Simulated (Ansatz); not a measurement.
# CH2BF: the cost of one run

Method: PBE0-D4/def2-TZVP structures, single points in def2-TZVPP, no counterpoise correction; program: Ansatz 0.2.0, Gaussian basis.

Levels: SPW92, PBE-D4, BLYP-D4, r2SCAN-D4, B97M-V, PBE0-D4, B3LYP-D4, r2SCAN0-D4, BHLYP-D4, CAM-B3LYP-D4, wB97X-V, wB97M-V, B2PLYP, PBE-QIDH, RPA on PBE, Hartree-Fock, MP2, CCSD, CCSD(T).

Correlated methods freeze the cores. B3LYP uses VWN-RPA correlation. B2PLYP carries no dispersion term here.

40 further runs of the same task are left out: 40 set aside as unsound or not needed.

**1. Where the work starts**

The complex: 7 atoms, charge 0, spin multiplicity 1.

Atoms are counted from 1 here; the program's logs count them from 0.

Bond lengths: B1–C3 1.384 Å, B1–F5 1.274 Å, Cl2–H4 1.316 Å, C3–H6 1.084 Å, C3–H7 1.084 Å. Angles: C3–B1–F5 177.4°, B1–C3–H6 121.2°, B1–C3–H7 121.2°, H6–C3–H7 116.7°.

Coordinates:

```xyz
7
CH3BClF
B    -1.02982   -0.45191    0.53588
Cl    1.68115   -0.62783   -1.96161
C    -0.13165    0.59953    0.59129
H     0.93068   -0.20054   -0.96887
F    -1.82597   -1.44157    0.44137
H     0.70674    0.58617    1.27810
H    -0.33123    1.53625    0.08384
```

Its parts: CH2BF holds atoms 1, 3, 5, 6, 7; HCl holds atoms 2, 4. Each part counts its atoms afresh in its own runs.

**2. Relaxing CH2BF alone**

relax-a/in.yaml

```yaml
crystal:
  periodic: [false, false, false]
  atoms:
    - {symbol: B, position_ang: [-1.029821, -0.451910, 0.535879]}
    - {symbol: C, position_ang: [-0.131655, 0.599530, 0.591290]}
    - {symbol: F, position_ang: [-1.825968, -1.441566, 0.441365]}
    - {symbol: H, position_ang: [0.706745, 0.586167, 1.278098]}
    - {symbol: H, position_ang: [-0.331229, 1.536248, 0.083841]}
basis:
  gaussian: {orbitals: def2-TZVP}
hamiltonian: {xc: pbe0, dispersion: d4}
relax: {f_tol: 0.005, max_steps: 200}
```

Started as:

```
> ansatz run in.yaml --threads 2 --pin off --events-out ev --progress --plain --max-ram 4352MiB
```

**Question.** How long does this run take on 2 threads of Arm Neoverse V1, shared host?

About 8.5 s.
